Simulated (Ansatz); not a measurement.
# Sb5O: the cost of one run

Method: DFT PBE, scalar-relativistic, plane waves, PAW, in Ansatz 0.2.0.

## 1. Starting point

The structure is tetragonal, space group I4/mmm (No. 139). Conventional cell: a = 7.575 Å, b = 7.575 Å, c = 6.177 Å, α = 90.00°, β = 90.00°, γ = 90.00°. Sb (site symmetry 4/mmm) has 4 Sb at 2.61 Å and 2 O at 3.09 Å as nearest neighbours. Sb (site symmetry m2m) is surrounded by 2 Sb at 2.35 to 2.61 Å. O (site symmetry 4/mmm) has 2 Sb at 3.09 Å as nearest neighbours.

Structure file:

```cif
data_structure
_symmetry_space_group_name_H-M 'P 1'
_symmetry_Int_Tables_number 1
_cell_length_a 6.1829
_cell_length_b 6.1829
_cell_length_c 6.1829
_cell_angle_alpha 104.451
_cell_angle_beta 104.451
_cell_angle_gamma 120.059
_cell_volume 177.22
loop_
_atom_site_label
_atom_site_type_symbol
_atom_site_fract_x
_atom_site_fract_y
_atom_site_fract_z
_atom_site_occupancy
Sb1 Sb 0.50000 0.50000 0.00000 1
Sb2 Sb 0.50000 0.84486 0.34486 1
Sb3 Sb 0.50000 0.15514 0.65514 1
Sb4 Sb 0.84486 0.50000 0.34486 1
Sb5 Sb 0.15514 0.50000 0.65514 1
O1 O 0.00000 0.00000 0.00000 1
```

Recipe of the guess: random cell by space group and Wyckoff sites (I4/mmm, No. 139). Its size is a rough estimate.

## 2. A first look at the guess

Contents of input.yaml:

```yaml
crystal:
  lattice:
    - [-3.78737081, 3.78737081, 3.08870747]
    - [3.78737081, -3.78737081, 3.08870747]
    - [3.78737081, 3.78737081, -3.08870747]
  atoms:
    - { symbol: Sb, position: [0.5, 0.5, 0.0] }
    - { symbol: Sb, position: [0.5, 0.8448618, 0.3448618] }
    - { symbol: Sb, position: [0.5, 0.1551382, 0.6551382] }
    - { symbol: Sb, position: [0.8448618, 0.5, 0.3448618] }
    - { symbol: Sb, position: [0.1551382, 0.5, 0.6551382] }
    - { symbol: O, position: [0.0, 0.0, 0.0] }
basis:
  ecutwfc: 420
kpoints:
  mp_grid: { grid: [4, 4, 4] }
hamiltonian:
  xc: pbe
scf:
  occupations: { method: gaussian, width: 0.1 }
  lower_state_search: "off"
output:
  forces: true
  stress: true
  eigenvalues: true
```

Run with:

```
$ ansatz run input.yaml --threads 1 --pin off --max-ram 2560MiB --backend cpu --events-out ev --progress --plain --runs-dir out
```

What time and memory should one allow on 1 thread of Intel Xeon Platinum 8488C (Sapphire Rapids), shared host?

About 5 s, with a peak of 0.51 GiB.
